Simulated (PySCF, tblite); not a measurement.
# C₆H₁₄Ge: infrared bands, NMR shifts and electronic excitations in gas and solvents

Aim: compute the infrared bands, NMR shifts and electronic excitations of C₆H₁₄Ge (`CC[C@@H]1C[CH2][Ge@@H]1[CH3]`), and see what a dielectric continuum does where one was used.

Computed with tblite 0.8.0 and PySCF 2.14.0, with density-fitted response routines of our own, on a single molecule, in the gas phase or a continuum. Atoms count from 0, in the outputs and in this text.

### 1 Starting geometry

21 atoms, charge 0, multiplicity 1; geometry from: force field or distance geometry start.

Bonds of the start (Å): C0–C1 1.52, C1–C2 1.52, C2–C3 1.53, C3–C4 1.51, C4–Ge5 1.93, Ge5–C6 1.93, Ge5–C2 1.90, C0–H7 1.11, C0–H8 1.11, C0–H9 1.13, C1–H10 1.10, C1–H11 1.10, C2–H12 1.12, C3–H13 1.12, C3–H14 1.10, C4–H15 1.11, C4–H16 1.10, Ge5–H17 1.55, C6–H18 1.08, C6–H19 1.13, C6–H20 1.12.

### 2 Relaxing the molecule with GFN2-xTB

Job settings and geometry (Å):

```
{"job": {"kind": "relax", "xc": "GFN2-xTB", "basis": "xTB"}, "charge": 0, "multiplicity": 1}
C     -1.836500    -1.507900    -0.172000
C     -1.405200    -0.125300    -0.632600
C     -0.664200     0.496800     0.535600
C     -0.206800     1.891700     0.121000
C      1.288500     1.733500    -0.023500
Ge     1.151500    -0.012200     0.793300
C      1.843700    -1.474900    -0.262200
H     -1.090400    -1.870300     0.565500
H     -2.023800    -2.215300    -1.003100
H     -2.824600    -1.438100     0.376500
H     -0.798400    -0.165500    -1.553500
H     -2.324400     0.459100    -0.803400
H     -1.298600     0.514400     1.458100
H     -0.400600     2.644100     0.926700
H     -0.662900     2.245600    -0.814700
H      1.649900     1.671700    -1.069000
H      1.859500     2.418900     0.627800
H      1.607300    -0.056600     2.270200
H      1.166600    -1.779400    -1.050600
H      2.810400    -1.106600    -0.705600
H      2.150100    -2.306800     0.415200
```

On the command line:

```sh
$ OMP_NUM_THREADS=1 python probes_run.py task.json out
```

The driver reads the jobs from task.json and runs them one after another.

Output:

```text
step      E/eV     max force
  0    -594.46123    2.000
  1    -594.72945    0.781
  2    -594.82504    0.691
  3    -594.88831    0.589
  4    -594.95007    0.475
  5    -594.98705    0.379
  6    -595.00922    0.310
  7    -595.02389    0.242
  8    -595.03642    0.265
  9    -595.04568    0.205
 10    -595.05135    0.148
 11    -595.05497    0.118
 12    -595.05772    0.122
 13    -595.05982    0.100
 14    -595.06134    0.096
 15    -595.06270    0.089
 16    -595.06432    0.124
 17    -595.06607    0.111
 18    -595.06753    0.094
 19    -595.06874    0.080
 20    -595.07007    0.109
 21    -595.07177    0.140
 22    -595.07357    0.116
 23    -595.07501    0.087
 24    -595.07618    0.082
 25    -595.07749    0.110
 26    -595.07919    0.123
 27    -595.08111    0.105
 28    -595.08290    0.078
 29    -595.08459    0.080
 30    -595.08652    0.114
 31    -595.08900    0.146
 32    -595.09165    0.148
 33    -595.09368    0.086
 34    -595.09494    0.074
 35    -595.09572    0.063
 36    -595.09604    0.082
 37    -595.09662    0.058
 38    -595.09693    0.043
 39    -595.09741    0.037
 40    -595.09776    0.054
 41    -595.09832    0.059
 42    -595.09880    0.055
 43    -595.09932    0.057
 44    -595.09988    0.069
 45    -595.10054    0.075
 46    -595.10112    0.058
 47    -595.10153    0.049
 48    -595.10189    0.049
 49    -595.10233    0.080
 50    -595.10283    0.080
 51    -595.10326    0.047
 52    -595.10361    0.046
 53    -595.10397    0.047
 54    -595.10445    0.076
 55    -595.10505    0.081
 56    -595.10572    0.066
 57    -595.10649    0.071
 58    -595.10748    0.073
 59    -595.10860    0.092
 60    -595.10951    0.104
 61    -595.11031    0.074
 62    -595.11090    0.060
 63    -595.11156    0.079
 64    -595.11225    0.081
 65    -595.11290    0.050
 66    -595.11320    0.028
 67    -595.11340    0.031
 68    -595.11360    0.039
 69    -595.11384    0.030
 70    -595.11402    0.027
 71    -595.11413    0.028
 72    -595.11429    0.036
 73    -595.11447    0.036
 74    -595.11463    0.025
 75    -595.11475    0.027
 76    -595.11489    0.025
 77    -595.11508    0.031
 78    -595.11528    0.030
 79    -595.11542    0.020
 80    -595.11549    0.018
 81    -595.11555    0.019
 82    -595.11565    0.023
 83    -595.11580    0.027
 84    -595.11590    0.023
 85    -595.11598    0.021
 86    -595.11605    0.021
 87    -595.11616    0.031
 88    -595.11629    0.037
 89    -595.11641    0.032
 90    -595.11652    0.023
 91    -595.11661    0.020
 92    -595.11670    0.023
 93    -595.11677    0.026
 94    -595.11683    0.019
 95    -595.11689    0.018
 96    -595.11694    0.015
 97    -595.11699    0.021
 98    -595.11703    0.019
 99    -595.11708    0.020
100    -595.11714    0.023
101    -595.11721    0.020
102    -595.11727    0.018
103    -595.11733    0.015
104    -595.11739    0.025
105    -595.11746    0.027
106    -595.11754    0.028
107    -595.11760    0.017
108    -595.11763    0.014
109    -595.11765    0.013
110    -595.11768    0.016
111    -595.11771    0.013
112    -595.11774    0.011
113    -595.11776    0.009
```

It took 1.4 s on 1 thread of Arm Neoverse N1, shared host; peak memory 0.18 GiB.

Along the way: (not every step is listed)

```csv
step,energy from step 0 (eV),largest force (eV/Å)
0,0.0000,1.9997
1,-0.2682,0.7814
2,-0.3638,0.6913
3,-0.4271,0.5885
4,-0.4888,0.4747
5,-0.5258,0.3786
6,-0.5480,0.3103
7,-0.5627,0.2421
8,-0.5752,0.2649
18,-0.6063,0.0936
28,-0.6217,0.0777
38,-0.6357,0.0430
48,-0.6407,0.0489
58,-0.6463,0.0733
68,-0.6524,0.0393
78,-0.6540,0.0300
88,-0.6551,0.0371
98,-0.6558,0.0194
108,-0.6564,0.0144
109,-0.6564,0.0127
110,-0.6564,0.0161
111,-0.6565,0.0134
112,-0.6565,0.0108
113,-0.6565,0.0086
```

Close pairs (by a distance rule), those that changed most:

```csv
bond,before (Å),after (Å),change (Å)
C2–Ge5,1.903,2.018,+0.115
C4–Ge5,1.932,1.997,+0.065
Ge5–C6,1.932,1.991,+0.059
C0–H9,1.132,1.088,-0.044
C6–H19,1.126,1.086,-0.040
C6–H20,1.116,1.085,-0.030
C3–H13,1.119,1.090,-0.029
C3–C4,1.511,1.540,+0.029
```

The final coordinates are the input of the step that follows.

### 3 Harmonic vibrations with GFN2-xTB

Job settings and geometry (Å):

```
{"job": {"kind": "ir", "xc": "GFN2-xTB", "basis": "xTB"}, "charge": 0, "multiplicity": 1}
C     -1.852500    -1.544044    -0.217282
C     -1.444077    -0.126026    -0.589287
C     -0.725032     0.566139     0.557403
C     -0.243769     1.989484     0.204087
C      1.246911     1.776732    -0.116418
Ge     1.197957     0.002814     0.800103
C      1.969393    -1.569032    -0.147023
H     -0.976586    -2.120564     0.078550
H     -2.330504    -2.044407    -1.056550
H     -2.549133    -1.531671     0.618718
H     -0.791269    -0.150283    -1.466852
H     -2.335474     0.448400    -0.860732
H     -1.373251     0.557937     1.435476
H     -0.348429     2.641409     1.071723
H     -0.804681     2.434711    -0.619154
H      1.413089     1.675164    -1.188374
H      1.890406     2.576334     0.241908
H      1.692322     0.022664     2.243668
H      1.566765    -1.627045    -1.153564
H      3.048535    -1.469295    -0.212257
H      1.740403    -2.492480     0.375384
```

Output:

```text
mode    cm-1     km/mol
  1      63.9      0.16
  2     104.8      0.05
  3     118.1      0.28
  4     134.7      0.51
  5     148.7      1.26
  6     175.2      2.02
  7     232.1      0.26
  8     310.1      4.10
  9     348.0      6.36
 10     457.5      1.42
 11     511.8     13.50
 12     554.2     18.27
 13     564.9     89.64
 14     601.6    117.27
 15     662.1     49.65
 16     752.2     69.58
 17     761.3     59.00
 18     803.3    140.47
 19     836.9     16.78
 20     842.1      0.73
 21     944.3      1.80
 22     986.0      1.06
 23    1023.6     12.13
 24    1045.0      5.18
 25    1057.1      1.44
 26    1101.0      0.61
 27    1126.2      3.02
 28    1169.1      0.85
 29    1185.2      0.78
 30    1224.0      2.04
 31    1246.3      0.45
 32    1287.3      2.78
 33    1299.3      1.36
 34    1302.4      1.93
 35    1346.9      1.34
 36    1411.9      1.62
 37    1451.3      0.85
 38    1458.0      0.66
 39    1460.1      0.25
 40    1491.0      0.36
 41    1496.7      0.89
 42    1498.7      1.35
 43    1504.3      1.41
 44    1827.3    555.01
 45    2930.8     37.91
 46    2941.8     68.11
 47    2950.8     23.55
 48    2961.7     36.90
 49    2978.2     76.09
 50    2984.9     73.68
 51    3002.9     59.86
 52    3008.7     54.53
 53    3024.4      2.88
 54    3026.1     51.76
 55    3027.2     27.65
 56    3030.3     36.12
 57    3031.3     38.92
```

Wall time 1.3 s (1 thread of Arm Neoverse N1, shared host); peak memory 0.18 GiB.

The strongest bands and the atoms that carry them (share of the mass-weighted mode):

```csv
cm⁻¹,km/mol,atoms
565,89.6,"C6 19 %, Ge5 17 %, C4 16 %, H17 13 %"
602,117.3,H17 59 %
752,69.6,"C4 23 %, H16 23 %"
803,140.5,"H18 36 %, H17 18 %, C6 15 %, H20 15 %"
1827,555.0,H17 98 %
2942,68.1,H12 83 %
2978,76.1,"H15 59 %, H14 27 %"
2985,73.7,H13 70 %
```

### 4 Optimising the geometry at PBE0-D3(BJ)/def2-SVP

Job settings and geometry (Å):

```
{"job": {"xc": "PBE0", "basis": "def2-SVP", "d3": "d3bj", "grid": 1, "shake": 0.01, "kind": "geom"}, "charge": 0, "multiplicity": 1}
C     -1.832090    -1.569600    -0.213100
C     -1.449750    -0.130550    -0.591440
C     -0.745230     0.563820     0.548750
C     -0.210540     1.991740     0.200560
C      1.244100     1.770050    -0.126970
Ge     1.194050     0.007630     0.797720
C      1.978970    -1.571030    -0.146780
H     -0.961130    -2.115110     0.073500
H     -2.332330    -2.039000    -1.037200
H     -2.551830    -1.534110     0.628740
H     -0.800130    -0.153200    -1.458030
H     -2.329670     0.449320    -0.854030
H     -1.401530     0.568150     1.425880
H     -0.365120     2.644170     1.078730
H     -0.809130     2.423950    -0.618890
H      1.412560     1.689220    -1.180900
H      1.892340     2.587450     0.239850
H      1.683060     0.028500     2.249490
H      1.564620    -1.634870    -1.151270
H      3.023600    -1.462390    -0.207340
H      1.724010    -2.491870     0.365740
```

Output:

```text
step   0  E = -2313.08000675  max force = 0.040076
step   1  E = -2313.08846547  max force = 0.010498
step   2  E = -2313.08875249  max force = 0.002513
step   3  E = -2313.08879598  max force = 0.000538
step   4  E = -2313.08881734  max force = 0.000819
step   5  E = -2313.08884014  max force = 0.000863
step   6  E = -2313.08886081  max force = 0.000670
step   7  E = -2313.08887545  max force = 0.000434
optimisation converged
```

Wall time 4.2 min (1 thread of Arm Neoverse N1, shared host); peak memory 0.9 GiB.

Step by step:

```csv
step,energy from step 0 (eV),largest force component (eV/Å)
0,0.0000,2.0608
1,-0.2302,0.5398
2,-0.2380,0.1292
3,-0.2392,0.0277
4,-0.2397,0.0421
5,-0.2404,0.0444
6,-0.2409,0.0345
7,-0.2413,0.0223
```

Close pairs (by a distance rule), those that changed most:

```csv
bond,before (Å),after (Å),change (Å)
C6–H19,1.052,1.101,+0.049
Ge5–C6,2.000,1.954,-0.046
C3–C4,1.507,1.548,+0.040
C2–Ge5,2.033,1.996,-0.037
C0–H7,1.067,1.102,+0.035
C4–H15,1.070,1.101,+0.031
C0–H8,1.072,1.101,+0.029
C1–H10,1.083,1.106,+0.023
```

The next job starts from the end point, and lists it.

```csv
at the end point,value
point group (found at 0.08 Å tolerance),C1
"rotational constants (GHz, main isotopes)","2.230, 1.638, 1.110"
dipole moment (D),0.57
```

### 5 Shielding tensors: PBE0/pcSseg-1

Job settings and geometry (Å):

```
{"job": {"kind": "nmr", "xc": "PBE0", "basis": "pcSseg-1"}, "charge": 0, "multiplicity": 1}
C     -1.615953    -1.716351    -0.400872
C     -1.295749    -0.257763    -0.684229
C     -0.638408     0.464991     0.483562
C     -0.236464     1.931137     0.167969
C      1.248835     1.810856    -0.249978
Ge     1.306784     0.077288     0.702936
C      2.120333    -1.461784    -0.183665
H     -0.704959    -2.291142    -0.167930
H     -2.105170    -2.200507    -1.260107
H     -2.291867    -1.810990     0.464032
H     -0.654361    -0.184915    -1.582588
H     -2.228241     0.274885    -0.951827
H     -1.268915     0.367367     1.381806
H     -0.317161     2.543917     1.080092
H     -0.887720     2.407068    -0.587841
H      1.369040     1.661854    -1.334709
H      1.905190     2.635154     0.060887
H      1.814512     0.185197     2.159582
H      1.708692    -1.583506    -1.195963
H      3.208220    -1.313952    -0.264454
H      1.938236    -2.386383     0.383525
```

With the program's defaults for keys left out, this is: GIAO PBE0/pcSseg-1 NMR shielding, non-relativistic, gas phase.

Output:

```text
coarse grid: 73104 points
cycle   1  E = -2313.1443229668  dE = -2.241e-01  |g| = 9.617e-01  |ddm| = 4.017e+00
cycle   2  E = -2313.0872645609  dE =  5.706e-02  |g| = 1.049e+00  |ddm| = 1.221e+00
cycle   3  E = -2313.2455822796  dE = -1.583e-01  |g| = 1.081e-01  |ddm| = 8.025e-01
cycle   4  E = -2313.2478194831  dE = -2.237e-03  |g| = 5.012e-02  |ddm| = 1.449e-01
cycle   5  E = -2313.2484423802  dE = -6.229e-04  |g| = 6.541e-03  |ddm| = 5.033e-02
cycle   6  E = -2313.2484534144  dE = -1.103e-05  |g| = 1.871e-03  |ddm| = 9.655e-03
cycle   7  E = -2313.2484542993  dE = -8.849e-07  |g| = 4.645e-04  |ddm| = 2.300e-03
final grid: 155496 points
cycle   8  E = -2313.2484250632  dE = -8.474e-08  |g| = 5.225e-04  |ddm| = 2.571e-03
cycle   9  E = -2313.2484250383  dE =  2.487e-08  |g| = 6.214e-04  |ddm| = 9.132e-04
cycle  10  E = -2313.2484251288  dE = -9.055e-08  |g| = 4.040e-05  |ddm| = 4.904e-04
cycle  11  E = -2313.2484251292  dE = -3.529e-10  |g| = 1.089e-05  |ddm| = 4.541e-05
converged SCF energy = -2313.2484251292

GIAO shielding tensors (ppm)
atom      isotropic    diamagn.    paramagn.     s11        s22        s33       span
  0 C      167.560     246.878     -79.318    155.529    161.733    185.418     29.889
  1 C      155.598     247.100     -91.501    135.846    161.450    169.499     33.654
  2 C      144.821     249.393    -104.572    126.083    143.487    164.893     38.810
  3 C      153.402     248.661     -95.260    128.713    158.542    172.950     44.238
  4 C      167.966     252.926     -84.959    142.038    168.668    193.193     51.155
  5 Ge    1366.787    2756.738   -1389.951   1264.381   1405.115   1430.865    166.484
  6 C      187.770     251.955     -64.185    180.067    188.879    194.364     14.297
  7 H       30.556      31.451      -0.896     24.917     31.904     34.845      9.928
  8 H       30.120      28.251       1.870     25.700     26.807     37.854     12.153
  9 H       30.461      29.588       0.873     26.378     27.955     37.050     10.673
 10 H       29.602      32.619      -3.017     26.234     29.895     32.677      6.443
 11 H       29.730      30.831      -1.102     24.481     28.522     36.186     11.705
 12 H       29.583      33.551      -3.968     25.033     28.898     34.817      9.785
 13 H       28.803      31.285      -2.482     24.755     26.919     34.735      9.980
 14 H       29.551      30.601      -1.050     24.696     27.337     36.620     11.924
 15 H       29.697      31.373      -1.676     26.685     27.245     35.161      8.475
 16 H       29.839      30.423      -0.584     25.436     26.325     37.755     12.318
 17 H       26.335      30.007      -3.672     20.388     21.768     36.848     16.460
 18 H       30.683      31.531      -0.848     25.643     29.766     36.640     10.997
 19 H       30.954      27.989       2.965     25.693     27.579     39.591     13.899
 20 H       30.951      29.619       1.332     26.231     27.584     39.037     12.806
```

Wall time 90 s (1 thread of Arm Neoverse N1, shared host); peak memory 0.95 GiB.

Shifts follow as δ = σ(reference) − σ, with reference shieldings (ppm) from runs at the same level and on the same kind of geometry: 1H TMS 31.27, 13C TMS 184.4, 73Ge GeMe4 1330. The references are single molecules in the gas phase. Atoms listed in one row are averaged.

```csv
atoms,environment,σ (ppm),δ (ppm)
C2,sp3 CH bonded to Ge,144.8,39.6
C3,sp3 CH2 in a ring,153.4,31.0
C1,sp3 CH2,155.6,28.8
C0,methyl carbon,167.6,16.8
C4,sp3 CH2 bonded to Ge,168.0,16.4
C6,methyl carbon bonded to Ge,187.8,-3.4
H17,"hydrogen on a germanium bonded to 3 C, in a 4-membered ring",26.34,4.93
H13,hydrogen on an sp3 CH2 in a ring,28.80,2.46
H14,hydrogen on an sp3 CH2 in a ring,29.55,1.72
H12,hydrogen on an sp3 CH bonded to Ge,29.58,1.68
H10,hydrogen on an sp3 CH2,29.60,1.66
H15,hydrogen on an sp3 CH2 bonded to Ge,29.70,1.57
H11,hydrogen on an sp3 CH2,29.73,1.54
H16,hydrogen on an sp3 CH2 bonded to Ge,29.84,1.43
"H7, H8, H9",hydrogen on a methyl carbon,30.38,0.89
"H18, H19, H20",hydrogen on a methyl carbon bonded to Ge,30.86,0.40
Ge5,"germanium bonded to 3 C, H, in a 4-membered ring",1367,-37
```

Charges from the same density, by scheme (e):

```csv
atoms,Mulliken,IAO,Hirshfeld,ESP fit
C0,-0.27,-0.40,-0.12,-0.48
C1,-0.21,-0.24,-0.07,0.24
C2,-0.53,-0.33,-0.10,-0.31
C3,-0.13,-0.25,-0.08,0.04
C4,-0.44,-0.51,-0.16,-0.44
Ge5,0.55,0.74,0.37,0.59
C6,-0.57,-0.67,-0.20,-0.75
```

Mayer bond orders: C0–C1 1.06, C1–C2 0.97, C2–C3 0.96, C3–C4 0.98, C4–Ge5 0.96, Ge5–C6 0.99, Ge5–C2 0.91.

Ring of atoms C2, C3, C4, Ge5: NICS(0) -0.8, NICS(1) -0.8, NICS(1)zz 5.0 ppm (means of both faces).

The fields below are evaluated on a grid from the run's orbitals.

Frontier orbitals at PBE0/pcSseg-1, with the share of their density that lies nearest to each atom:

```csv
orbital,energy (eV),lies on
HOMO,-7.23,"C2 34 %; Ge5 19 %; H11, H12 about 7 % each"
LUMO,1.11,"Ge5 18 %; H17 11 %; H7, H12, H20 about 8 % each"
```

ELF in a plane through or near 8 of the atoms.

Ten even steps from ' ' (0.00) to '@' (1.00):
```
                                                        
                                                        
                                                        
                                                        
                  ::##%%++      ..--::                  
                ..**@@@@@@..  ::@@@@@@==                
                ..**@@@@%%..  ++@@@@@@==                
          ......--++++**++....++%%@@##..  ....          
      ..%%@@@@%%++%%%%==::--++**==::%%++##@@@@##..      
      ==@@@@@@@@::::++..  ..::==++##%%--%%@@@@@@--      
      ..%%@@@@##**##%%==::..    ..::++****%%%%**..      
          ....::++##++----::..    ..%%%%**....          
                ....::==##****==..  ::##++..            
                    ::++++::++##--                      
                  ==@@@@##::==**--..                    
                ..@@@@@@@@**====::..                    
                  ##@@@@%%--....                        
                      ..                                
                                                        
                                                        
```
The map spans 11.6 Å across and 11.6 Å up, centred on the molecule. Atoms in the plane (x, y in Å): C1 (1.1, 1.0), C4 (-2.1, 0.3), C6 (-0.2, -2.5), H8 (3.2, 0.3), H11 (1.4, 2.0), H14 (-1.2, 2.3), H16 (-3.2, 0.3), H19 (-1.0, -3.2).

On the surface of density 0.002 e/bohr³ the electrostatic potential runs, from the 1st to the 99th percentile, from -0.22 to 0.70 V.

[end of part 1 of 2]
